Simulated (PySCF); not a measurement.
# C7H5NS: the cost of one run

Computed with PySCF 2.14.0, with density-fitted response routines of our own, on a single molecule, in the gas phase or a continuum. Atoms are numbered from 0 throughout.

**1. Starting geometry**

14 atoms, charge 0, multiplicity 1; geometry from: GFN2-xTB. The atoms were then displaced at random by about 0.01 Å, so the start is not that level's minimum.

Bonds of the start (Å): N0–C1 1.16, C1–S2 1.69, S2–C3 1.76, C3–C4 1.41, C4–C5 1.39, C5–C6 1.37, C6–C7 1.40, C7–C8 1.36, C8–C3 1.40, C4–H9 1.08, C5–H10 1.09, C6–H11 1.09, C7–H12 1.10, C8–H13 1.07.

**2. Geometry optimisation at PBE0-D3(BJ)/def2-TZVP**

What the job is given:

```
{"job": {"xc": "PBE0", "basis": "def2-TZVP", "d3": "d3bj", "grid": 2, "shake": 0.01, "kind": "geom"}, "charge": 0, "multiplicity": 1}
N      3.538550     0.264680     1.441870
C      3.065640    -0.039170     0.431310
S      2.381310    -0.511650    -1.038350
C      0.724450    -0.221520    -0.524420
C     -0.047900    -1.284620    -0.020740
C     -1.360040    -1.052180     0.372910
C     -1.906080     0.201170     0.245970
C     -1.151990     1.253880    -0.275020
C      0.142470     1.045030    -0.640650
H      0.398740    -2.258140     0.097230
H     -1.946730    -1.875460     0.785870
H     -2.932460     0.372980     0.554010
H     -1.632820     2.240180    -0.381030
H      0.719700     1.849730    -1.056730
```

Command:

```sh
OMP_NUM_THREADS=2 python probes_run.py task.json out
```

One launch serves the whole session: the jobs run in the order shown.

**Question.** How long does this first job take on 2 threads of Intel Xeon at 2.50GHz, shared host, and how much memory does it need?

About 10 min, with a peak of 1.9 GiB.
